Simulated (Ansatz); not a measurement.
# BaEuO2 (R-3m): which electronic and magnetic state is lowest

Aim: start BaEuO2 (R-3m) from several magnetic orders or shell fillings at one geometry and see which ends lowest.

Method: DFT LDA+U (U_eff = 7 eV on Eu 4f), scalar-relativistic, plane waves, PAW, in Ansatz 0.2.0.

5 further runs of the same task are left out: 4 that didn't finish, 1 set aside as unsound or not needed.

## (1) The structure to begin with

It takes space group R-3m (No. 166, trigonal). The conventional cell has a = 3.774 Å, b = 3.774 Å, c = 18.563 Å, α = 90.00°, β = 90.00°, γ = 120.00°. Ba (site symmetry -3m) is surrounded by 6 O at 2.74 Å. Eu (site symmetry -3m) is surrounded by 6 O at 2.61 Å. Around O (site symmetry 3m) lie 3 Eu at 2.61 Å and 3 Ba at 2.74 Å.

Coordinates:

```xyz
4
Lattice="1.8870 1.0894 6.1877 -1.8870 1.0894 6.1877 0.0000 -2.1789 6.1877" Properties=species:S:1:pos:R:3 pbc="T T T"
Ba    0.0000    0.0000    0.0000
Eu    0.0000    0.0000    9.2815
O     0.0000    0.0000    4.5338
O     0.0000    0.0000   14.0292
```

Origin of the cell: volume kept, shape and atoms relaxed. At LDA+U (U_eff = 7 eV on Eu 4f), an earlier run found -5.51 GPa for this cell of 19.080 Å³/atom (10×10×10 mesh), gap on the mesh 0.96 eV, moments in the atoms' spheres Eu 6.76 μB. The cell is stretched at this level.

## (2) No spin polarisation

The input, input.yaml:

```yaml
crystal:
  lattice:
    - [1.886950214, 1.089431214, 6.1876902092]
    - [-1.886950214, 1.089431214, 6.1876902092]
    - [0.0, -2.178862428, 6.1876902092]
  atoms:
    - { symbol: Ba, position: [0.0, 0.0, 0.0] }
    - { symbol: Eu, position: [0.5, 0.5, 0.5] }
    - { symbol: O, position: [0.2442401716, 0.2442401716, 0.2442401716] }
    - { symbol: O, position: [0.7557598284, 0.7557598284, 0.7557598284] }
basis:
  ecutwfc: 420
  ecutrho_ratio: 4
kpoints:
  mp_grid: { grid: [10, 10, 10] }
hamiltonian:
  xc: lda
  hubbard: { sites: [{ species: Eu, l: f, u_eff: 7.0 }] }
scf:
  occupations: { method: gaussian, width: 0.05 }
output:
  forces: true
  stress: true
  eigenvalues: true
  populations: true
  hubbard: { sites: [{ species: Eu, l: f }] }
```

Launch:

```console
ansatz run input.yaml --threads 4 --pin off --max-ram 9216MiB --backend cpu --events-out ev --progress --plain --runs-dir out
```

The program printed (excerpt; [...] marks lines left out):

```text
Warning: RAYON_NUM_THREADS=4 ignored (pool sized by the plan → 4); use --threads N
[...]
Ba: projections on atomic orbitals take those of the free atom [Kr 4d10] 5s2 5p6 6s2, of charge +0.00 (hamiltonian.pseudopotentials.projection_atoms); the dataset's partial waves leave at most 9.7e-6 of an orbital's norm unspanned inside its sphere
Eu: projections on atomic orbitals take those of the free atom [Kr 4d10] 4f7 5s2 5p6 5d0 6s2, of charge +0.00 (hamiltonian.pseudopotentials.projection_atoms); the dataset's partial waves leave at most 1.0e-3 of an orbital's norm unspanned inside its sphere
O: projections on atomic orbitals take those of the free atom [He] 2s2 2p4, of charge +0.00 (hamiltonian.pseudopotentials.projection_atoms); the dataset's partial waves leave at most 1.9e-8 of an orbital's norm unspanned inside its sphere
band count auto-derived: 27, from the close of a first SCF at 24 (N_el = 39.0; filled up to band 20; 24 by the electrons, moments and atoms)
[...]
Pseudopotentials: kind: paw
Pseudopotential: Ba, paw, valence charge 10, recommended cutoff 420 eV (normal), Ba.paw.azcp
Pseudopotential: Eu, paw, valence charge 17, recommended cutoff 420 eV (normal), Eu.paw.azcp
Pseudopotential: O, paw, valence charge 6, recommended cutoff 420 eV (normal), O.paw.azcp
Functional definition: SPW92
[...]
Crystal: 4 atoms, lattice volume = 76.320 Å³
Basis set: ecut = 420 eV, 1479 PW (Γ), FFT grids on a1−a3, a2−a3, a3
[...]
[... band rows left out ...]
[...]
SCF iter   4: F=-15452.414997 eV  HF=-15452.414997 eV  |F-HF|=1.56e-10  |Δ(HF+E_count)|=   4.48e-9  Δρ=3.57e-6  dr2=1.02e-8  ethr=1.19e-10  ⟨swp⟩=3.1  Hψ=10786  notcnv=0
[...]
SCF converged after 83 iterations (79 of them on 24 bands)
Free energy (F): -15452.414997 eV
[...]
E sigma→0 (E₀):  -15452.411462 eV
Entropy (-TS):   -0.007070 eV (-1.767 meV/atom)
Fermi energy:    12.398963 eV
[...]
--- Forces (eV/Å), atoms counted from 1 ---
  atom   1  Ba    -0.00000000     0.00000000     0.00000000
  atom   2  Eu     0.00000000     0.00000000    -0.00000000
  atom   3  O      0.00000000     0.00000000    -1.32916959
  atom   4  O     -0.00000000    -0.00000000     1.32916959
[...]
--- Stress (GPa, compression-positive) ---
      -13.047158       0.000000      -0.000000
        0.000000     -13.047158      -0.000000
       -0.000000      -0.000000     -10.911058
  P = ⅓ Tr σ = -12.3351 GPa (-123.351 kbar)
--- Band table (eV; the first three rows and the last of 116) ---
[...]
Occupation matrices written to <dir>
--- Löwdin populations: 4 sites ---
  site symbol       q [e]
     0     Ba      8.1356
     1     Eu     16.6255
     2      O      6.8610
     3      O      6.8610
  spilling = 0.013254 (of n_electrons = 39.000000)
--- Occupation matrices: 1 shell (run DFT+U table (all-electron-ortho-atomic); ε = 7.55e-3) ---
  Eu1 f_4F: site group D3d (-3m)
  Eu1 f_4F -      Tr n = 3.1422  λ = 0.006 0.006 0.010 0.128 0.997 0.997 0.998  [3× z3 0.28 (T2u 0.49) Eu(0.67) | x(x2-3y2) 1.00 (T2u 1.00) A1u(1.00) | 3× y(3x2-y2) 0.28 (T1u 0.54) Eu(0.67)]
  Tr n, λ and their labels are of the run-group-symmetrised matrices; stabiliser: 24 of 24 elements of G0×{1,Θ} (closed), max defect 3.5e-15 at τ = 1.6e-3
```

Run time: 68 s. Hardware: 4 threads of Arm Neoverse N1, shared host; peak memory 0.71 GiB.

In short: volume 19.080 Å³/atom, pressure -12.34 GPa, no gap.

## (3) Seeding on a coarse mesh: small parallel starting moments

Edit input.yaml of step 2 so:

```diff
@@ -7,3 +7,3 @@
     - { symbol: Ba, position: [0.0, 0.0, 0.0] }
-    - { symbol: Eu, position: [0.5, 0.5, 0.5] }
+    - { symbol: Eu, position: [0.5, 0.5, 0.5], spin: 0.5 }
     - { symbol: O, position: [0.2442401716, 0.2442401716, 0.2442401716] }
@@ -14,3 +14,3 @@
 kpoints:
-  mp_grid: { grid: [10, 10, 10] }
+  mp_grid: { grid: [4, 4, 4] }
 hamiltonian:
@@ -26 +26,3 @@
   hubbard: { sites: [{ species: Eu, l: f }] }
+magnetization:
+  spin_polarized: true
```

Launch:

```console
ansatz run input.yaml --threads 4 --pin off --max-ram 9216MiB --backend cpu --events-out ev --progress --plain --runs-dir out
```

The program printed:

```text
Warning: RAYON_NUM_THREADS=4 ignored (pool sized by the plan → 4); use --threads N
basis.fft_grid_basis auto: the FFT boxes are laid along the combinations [[1, 0, -1], [0, 1, -1], [0, 0, 1]] of the cell's own vectors, 3.774, 3.774 and 6.560 Å long. The dense box has 27×27×45 points. Along the cell's own vectors, as sized, it would have 45×45×45, 2.78 times as many. Of the 12 symmetry operations that the crystal satisfies within crystal.symmetry.tolerance (time reversal apart; of a slab, those that keep its plane) the dense box along the cell's own vectors carries 12, and the one as laid loses 8 of those. basis.fft_grid_basis: typed keeps the cell's own vectors: state it where this run's energies or levels are differenced outside the engine with another run's, or held beside a run that keeps those vectors.
Ba: projections on atomic orbitals take those of the free atom [Kr 4d10] 5s2 5p6 6s2, of charge +0.00 (hamiltonian.pseudopotentials.projection_atoms); the dataset's partial waves leave at most 9.7e-6 of an orbital's norm unspanned inside its sphere
Eu: projections on atomic orbitals take those of the free atom [Kr 4d10] 4f7 5s2 5p6 5d0 6s2, of charge +0.00 (hamiltonian.pseudopotentials.projection_atoms); the dataset's partial waves leave at most 1.0e-3 of an orbital's norm unspanned inside its sphere
O: projections on atomic orbitals take those of the free atom [He] 2s2 2p4, of charge +0.00 (hamiltonian.pseudopotentials.projection_atoms); the dataset's partial waves leave at most 1.9e-8 of an orbital's norm unspanned inside its sphere
band count auto-derived: 27 (N_el = 39.0; filled up to band 20; 24 by the electrons, moments and atoms)
Engine: ansatz 0.2.0, aarch64-unknown-linux-gnu
[... 5 set-up lines as earlier in the session ...]
  exchange = slater_x
  correlation = pw_c
Crystal: 4 atoms, lattice volume = 76.320 Å³
Basis set: ecut = 420 eV, 1479 PW (Γ), FFT grids on a1−a3, a2−a3, a3
Bands: 32, of which v1, the nominal top of the filled ones, is band 20 counted from 1 (19 counted from 0)
Symmetry: 12 space group operations
Space group: R-3m (ITA 166), of the structure as read, at distance tolerance 4.2e-5 Å
Magnetic group: BNS 166.97 (UNI 1327), of the structure as read, at distance tolerance 4.2e-5 Å
k-points: 13 of 64
Non-local potential: Ba, projectors of the file, l = 0: 3, l = 1: 2, l = 2: 2, l = 3: 2
Non-local potential: Eu, projectors of the file, l = 0: 3, l = 1: 2, l = 2: 2, l = 3: 3
Non-local potential: O, projectors of the file, l = 0: 2, l = 1: 2, l = 2: 1
PAW form: soft (Blöchl's): semilocal exchange-correlation on the pseudo side does not see the compensation charge
PAW frozen core: Ba, regenerated for the run's functional, and the local potential with it (the file was generated under x = pbe(κ = 0.804, μ = 0.2195149727645171), c = pbe(β = 0.06672455060314922))
PAW frozen core: Eu, regenerated for the run's functional, and the local potential with it (the file was generated under x = pbe(κ = 0.804, μ = 0.2195149727645171), c = pbe(β = 0.06672455060314922))
PAW frozen core: O, regenerated for the run's functional, and the local potential with it (the file was generated under x = pbe(κ = 0.804, μ = 0.2195149727645171), c = pbe(β = 0.06672455060314922))
PAW one-centre angular grid: Ba, 194 points (default); XC on 64 Gauss nodes
PAW one-centre angular grid: Eu, 590 points (default); XC on 64 Gauss nodes
PAW one-centre angular grid: O, 110 points (default); XC on 64 Gauss nodes
Initial density: superposition of atomic densities (chi_scale 0.1, normalization cell, long waves kept (reshape's long-wave potential 0.17 eV rms))
Initial wavefunctions: pseudopotential atomic-orbital guess
Functional: x = slater, c = lda
SCF iter   1: F=—  HF=-15464.173980 eV  |F-HF|=—  |Δ(HF+E_count)|=         —  Δρ=4.99e-2 (↑4.99e-2 ↓3.75e-2)  dr2=2.17e1  dr2_m=1.31e-1  M=6.000 μB ∫|m|=6.100 μB  β_m=0.30  ethr=3.10e-3  ⟨swp⟩=12.5  Hψ=6559  notcnv=0  defer=22
preconditioner: auto → Kerker (q_TF=auto, 2.439 Å⁻¹)  [metal: Δε(μ)=0.015 eV  Ē_g=13.213 eV  σ=0.050 eV  W_gap=0.17  n_scr=22 (ndim 8)  ℏωp=25.1 eV  f_vac=0.000  D(μ)=3.62/eV (n_scr^D=28)]
spin=Collinear: Kerker preconditioning applied to the charge; magnetization (m = ρ↑ − ρ↓) channel mixes plain (no charge-response kernel on spin).
SCF iter   2: F=—  HF=-15462.536852 eV  |F-HF|=—  |Δ(HF+E_count)|=    1.64e0  Δρ=3.20e-2 (↑3.20e-2 ↓2.62e-2)  dr2=1.39e1  dr2_m=4.45e-2  M=6.048 μB ∫|m|=6.123 μB  β_m=0.62  ethr=3.10e-3  ⟨swp⟩=5.1  Hψ=2166  notcnv=0  defer=1
SCF iter   3: F=—  HF=-15459.797630 eV  |F-HF|=—  |Δ(HF+E_count)|=    2.74e0  Δρ=2.35e-2 (↑2.35e-2 ↓2.24e-2)  dr2=3.36e0  dr2_m=2.00e-3  M=6.132 μB ∫|m|=6.247 μB  β_m=0.57  ethr=3.10e-3  ⟨swp⟩=8.2  Hψ=3925  notcnv=0  defer=2
SCF iter   4: F=—  HF=-15459.035777 eV  |F-HF|=—  |Δ(HF+E_count)|=   7.62e-1  Δρ=5.20e-3 (↑5.20e-3 ↓4.90e-3)  dr2=7.81e-2  dr2_m=7.25e-3  M=6.313 μB ∫|m|=6.436 μB  β_m=0.63  ethr=3.10e-3  ⟨swp⟩=9.1  Hψ=3048  notcnv=0  defer=9
SCF iter   5: F=—  HF=-15459.221072 eV  |F-HF|=—  |Δ(HF+E_count)|=   1.85e-1  Δρ=1.21e-2 (↑1.21e-2 ↓2.44e-3)  dr2=1.16e-1  dr2_m=2.29e-2  M=6.326 μB ∫|m|=6.481 μB  β_m=0.63  ethr=2.00e-4  ⟨swp⟩=4.7  Hψ=1891  notcnv=0  defer=2
SCF iter   6: F=—  HF=-15459.429596 eV  |F-HF|=—  |Δ(HF+E_count)|=   2.09e-1  Δρ=6.81e-3 (↑6.81e-3 ↓3.45e-3)  dr2=6.57e-2  dr2_m=6.41e-3  M=6.321 μB ∫|m|=6.488 μB  β_m=0.81  ethr=2.00e-4  ⟨swp⟩=5.2  Hψ=2311  notcnv=0  defer=3
SCF iter   7: F=—  HF=-15459.643431 eV  |F-HF|=—  |Δ(HF+E_count)|=   2.14e-1  Δρ=4.32e-3 (↑4.32e-3 ↓3.19e-3)  dr2=6.63e-2  dr2_m=1.44e-3  M=6.344 μB ∫|m|=6.534 μB  β_m=0.74  ethr=1.68e-4  ⟨swp⟩=4.2  Hψ=2092  notcnv=0  defer=1
SCF iter   8: F=—  HF=-15459.589494 eV  |F-HF|=—  |Δ(HF+E_count)|=   5.39e-2  Δρ=2.22e-3 (↑2.22e-3 ↓7.65e-4)  dr2=7.85e-3  dr2_m=7.89e-4  M=6.337 μB ∫|m|=6.515 μB  β_m=0.87  ethr=1.68e-4  ⟨swp⟩=3.6  Hψ=1350  notcnv=0  defer=2
SCF iter   9: F=—  HF=-15459.688070 eV  |F-HF|=—  |Δ(HF+E_count)|=   9.86e-2  Δρ=2.69e-3 (↑2.69e-3 ↓2.04e-4)  dr2=5.73e-3  dr2_m=1.29e-3  M=6.345 μB ∫|m|=6.532 μB  β_m=0.94  ethr=2.01e-5  ⟨swp⟩=4.1  Hψ=1998  notcnv=0  defer=2
SCF iter  10: F=—  HF=-15459.796638 eV  |F-HF|=—  |Δ(HF+E_count)|=   1.09e-1  Δρ=8.13e-4 (↑8.13e-4 ↓2.50e-4)  dr2=4.87e-4  dr2_m=1.25e-4  M=6.370 μB ∫|m|=6.554 μB  β_m=0.97  ethr=1.47e-5  ⟨swp⟩=4.5  Hψ=2283  notcnv=0
[... 8 lines left out ...]
SCF iter  18: F=—  HF=-15461.172378 eV  |F-HF|=—  |Δ(HF+E_count)|=   7.49e-4  Δρ=1.17e-3 (↑1.17e-3 ↓1.92e-4)  dr2=1.13e-3  dr2_m=2.33e-4  M=7.000 μB ∫|m|=7.184 μB  β_m=0.91  ethr=3.22e-7  ⟨swp⟩=5.3  Hψ=2514  notcnv=0  defer=18
SCF iter  19: F=—  HF=-15461.172776 eV  |F-HF|=—  |Δ(HF+E_count)|=   3.98e-4  Δρ=9.27e-5 (↑9.27e-5 ↓7.30e-5)  dr2=5.42e-5  dr2_m=1.62e-6  M=7.000 μB ∫|m|=7.187 μB  β_m=0.92  ethr=3.22e-7  ⟨swp⟩=3.7  Hψ=1999  notcnv=0  defer=2
SCF iter  20: F=—  HF=-15461.172768 eV  |F-HF|=—  |Δ(HF+E_count)|=   7.79e-6  Δρ=2.16e-4 (↑2.16e-4 ↓2.45e-5)  dr2=4.59e-5  dr2_m=8.22e-6  M=7.000 μB ∫|m|=7.187 μB  β_m=0.96  ethr=1.39e-7  ⟨swp⟩=2.1  Hψ=1388  notcnv=0  defer=1
Initial density: handed on by an earlier stage of this run
iter 1 solved again at ethr=1.50e-7 eV; its pass at ethr=2.56e-6 eV (dr2=5.85e-5 eV) is discarded
SCF iter   1: F=—  HF=-15461.172784 eV  |F-HF|=—  |Δ(HF+E_count)|=         —  Δρ=1.21e-4 (↑1.21e-4 ↓2.43e-5)  dr2=1.84e-5  dr2_m=2.60e-6  M=7.000 μB ∫|m|=7.187 μB  ethr=1.50e-7  ⟨swp⟩=3.2  Hψ=8916  notcnv=0
iteration 1: the SCF starts in the orbital order of the open f shells that the search before it chose, by its bands or by converging an SCF in each of two, with that order's moments; no other order was found more than 0.2 meV higher (one found slightly lower counts as degenerate)
preconditioner: auto → Resta (q_TF=auto, 2.439 Å⁻¹)  ε∞=4.1  [insulator: Δε(μ)=0.990 eV  Ē_g=14.211 eV  σ=0.050 eV  W_gap=1.00  n_scr=22 (ndim 8)  ℏωp=25.1 eV  f_vac=0.000  D(μ)=0.00/eV (n_scr^D=0)  ε∞_Penn≈4.1]
spin=Collinear: Resta preconditioning applied to the charge; magnetization (m = ρ↑ − ρ↓) channel mixes plain (no charge-response kernel on spin).
SCF iter   2: F=—  HF=-15461.172811 eV  |F-HF|=—  |Δ(HF+E_count)|=   2.77e-5  Δρ=2.29e-4 (↑2.29e-4 ↓5.32e-5)  dr2=9.42e-5  dr2_m=6.88e-6  M=7.000 μB ∫|m|=7.187 μB  β_m=0.30  ethr=4.72e-8  ⟨swp⟩=2.2  Hψ=1349  notcnv=0
SCF iter   3: F=—  HF=-15461.172786 eV  |F-HF|=—  |Δ(HF+E_count)|=   2.55e-5  Δρ=4.68e-5 (↑4.68e-5 ↓2.92e-5)  dr2=1.97e-5  dr2_m=1.19e-7  M=7.000 μB ∫|m|=7.187 μB  β_m=0.34  ethr=4.72e-8  ⟨swp⟩=2.0  Hψ=1325  notcnv=0
SCF iter   4: F=—  HF=-15461.172781 eV  |F-HF|=—  |Δ(HF+E_count)|=   4.30e-6  Δρ=1.67e-5 (↑1.67e-5 ↓1.54e-5)  dr2=4.85e-6  dr2_m=3.76e-8  M=7.000 μB ∫|m|=7.187 μB  β_m=0.57  ethr=4.72e-8  ⟨swp⟩=1.6  Hψ=986  notcnv=0
SCF iter   5: F=—  HF=-15461.172780 eV  |F-HF|=—  |Δ(HF+E_count)|=   1.50e-6  Δρ=8.93e-6 (↑8.93e-6 ↓7.55e-6)  dr2=1.49e-7  dr2_m=7.24e-9  M=7.000 μB ∫|m|=7.187 μB  β_m=0.59  ethr=1.24e-8  ⟨swp⟩=2.0  Hψ=1081  notcnv=0
SCF iter   6: F=-15461.172780 eV  HF=-15461.172780 eV  |F-HF|=2.88e-8  |Δ(HF+E_count)|=   4.01e-9  Δρ=5.52e-6 (↑5.52e-6 ↓3.65e-6)  dr2=4.51e-8  dr2_m=2.09e-9  M=7.000 μB ∫|m|=7.187 μB  ethr=2.56e-10  ⟨swp⟩=8.4  Hψ=4083  notcnv=0
SCF 1 converged in 6 iterations: F = -15461.172780 eV  dr2 = 4.51e-8
SCF converged after 26 iterations (20 of them in the search for the orbital order of the open f shells)
Magnetization: 7.0000 μB (23.0000 up, 16.0000 down)
Absolute magnetization: 7.1870 μB (∫|ρ↑−ρ↓|, with the PAW one-centre terms)
Spin contamination: 0.0090 ħ² per cell (⟨S²⟩ above its minimum at these occupations)
Per-site moments (μB) at R_I (Å): [(0.009068032053979514, 1.1283693777290382), (6.758857662530134, 1.0773319081998274), (-0.038283228097359887, 1.0773319081998274), (-0.03828322809736004, 1.077331908199828)]
Free energy (F): -15461.172780 eV
Harris-Foulkes:  -15461.172780 eV  (|F-HF|=2.88e-8)
Internal energy: -15461.172780 eV  (E = F + TS)
E sigma→0 (E₀):  -15461.172780 eV
Fermi energy:    10.659553 eV
--- Per-component energies (eV) ---
  E_band       = 9.464532
  E_kinetic    = 868.204516
  E_local      = -2876.256831  (includes V_loc(G=0)·N_el)
  E_nonlocal   = 646.594869
  E_hartree    = 1132.885827
  E_xc         = -489.335718
  E_vxc        = -527.111668  (∫ρ·V_xc dr)
  E_hubbard    = 0.190238  (on-site DFT+U / exact-exchange correction)
  E_vhub       = -24.055445  (the Hubbard potential's part of the band-sum identity)
  E_paw        = -11543.728098  (= ΣΔE_a)
  E_vpaw       = -343.679167  (= ΣTr[D̂ρ^β])
  E_aug_tail   = 0.004866  (compensation charges beyond the density's cutoff)
  E_ewald      = -3201.343696
  E_core_change = 1.611247  (= ΣΔE_core)
  E_smearing   = -0.000000  (= −TS)
  E_closure    = -0.000000  (closes the sum)
  Σ components = -15461.172780   (vs F -15461.172780, Δ=0.00e0)
--- Forces (eV/Å), atoms counted from 1 ---
  atom   1  Ba    -0.00000000     0.00000000     0.00000000
  atom   2  Eu     0.00000000    -0.00000000     0.00000000
  atom   3  O     -0.00000000     0.00000000     0.01655764
  atom   4  O      0.00000000    -0.00000000    -0.01655764
  max |Σ_I F_I| component: 3.47e-18 eV/Å
--- Stress (GPa, compression-positive) ---
       -5.549494       0.000000      -0.000000
        0.000000      -5.549494      -0.000000
       -0.000000      -0.000000      -5.376480
  P = ⅓ Tr σ = -5.4918 GPa (-54.918 kbar)
--- Band table (eV; the first three rows and the last of 26) ---
  k-point 0 ↑: bands = ["-28.4456", "-16.3287", "-8.1158", "-7.1025", "-7.1025", "-5.6769", "-5.2473", "-0.8672", "-0.7921", "-0.7921", "6.8477", "7.6554", "7.6554", "8.2682", "8.2682", "8.3476", "9.3555", "9.5004", "9.5004", "9.6622", "10.1478", "10.1808", "10.1808", "12.3751", "13.7733", "14.0557", "14.0557", "14.6932", "16.2057", "16.2057", "16.4435", "16.8216"]
  k-point 1 ↑: bands = ["-28.4256", "-16.2098", "-7.8860", "-7.6460", "-7.1716", "-5.5791", "-5.3168", "-1.3797", "-1.0587", "-1.0056", "7.2765", "7.6286", "7.8603", "8.2116", "8.2518", "8.4541", "9.4174", "9.4883", "9.5140", "9.6241", "9.7671", "9.8763", "9.9731", "13.0752", "14.0060", "14.3326", "14.9064", "15.4025", "15.5287", "16.7988", "17.0641", "17.2813"]
  k-point 2 ↑: bands = ["-28.4048", "-16.0853", "-8.1357", "-7.4661", "-7.2404", "-6.0938", "-4.9940", "-1.9287", "-1.2597", "-1.2039", "7.7320", "7.8212", "7.8511", "7.9456", "8.3139", "8.5742", "9.4237", "9.4316", "9.4906", "9.5428", "9.5538", "9.7358", "9.9087", "12.7699", "13.1773", "15.5260", "15.8876", "16.8769", "17.1445", "17.1768", "17.8719", "18.3229"]
  k-point 12 ↓: bands = ["-25.5019", "-16.3229", "-6.6593", "-6.1799", "-4.8332", "-4.8332", "-4.0362", "-0.8520", "-0.7804", "-0.7804", "7.5390", "7.8966", "8.1051", "8.1051", "8.2682", "8.2682", "13.5029", "14.5113", "15.0205", "15.1262", "15.1491", "15.1491", "15.9142", "15.9142", "17.9108", "17.9108", "18.5126", "18.5126", "18.7255", "19.4539", "19.7096", "19.7096"]
Occupation matrices written to <dir>
--- Löwdin populations: 4 sites ---
  site symbol       q [e]    m [muB]
     0     Ba      8.1384     0.0043
     1     Eu     16.6306     7.0500
     2      O      6.9117    -0.0430
     3      O      6.9117    -0.0430
  spilling = 0.010454 (of n_electrons = 39.000000)
--- Occupation matrices: 1 shell (run DFT+U table (all-electron-ortho-atomic); ε = 1.31e-3) ---
  Eu1 f_4F: site group D3d (-3m)
  Eu1 f_4F up     Tr n = 6.9635  λ = 0.991 0.994 0.994 0.994 0.997 0.997 0.997  [z3 0.96 (T1u 0.64) A2u(1.00) | 3× y(3x2-y2) 0.32 (T1u 0.76) Eu(0.67) | 3× x(x2-3y2) 0.33 (T2u 0.97) Eu(0.67)]
  Eu1 f_4F dn     Tr n = 0.0182  λ = 0.000 0.002 0.002 0.002 0.004 0.004 0.004  [z3 0.56 (A2u 1.00) A2u(1.00) | 3× x(x2-3y2) 0.33 (T2u 1.00) Eu(0.67) | 3× z(x2-y2) 0.27 (T1u 1.00) Eu(0.67)]
  Tr n, λ and their labels are of the run-group-symmetrised matrices; stabiliser: 12 of 24 elements of G0×{1,Θ} (closed), max defect 3.3e-15 at τ = 2.8e-4
```

It took 18 s on 4 threads of Arm Neoverse N1, shared host; peak memory 0.43 GiB.

Read off: volume 19.080 Å³/atom, pressure -5.49 GPa, gap on the mesh 0.96 eV, moments in the atoms' spheres Eu 6.76 μB.

The typed moments are small, but the first cycle already holds 6.0 μB per cell: the program filled the open shells as in the free atom, so this is no test of a weak start.

[end of part 1 of 2]
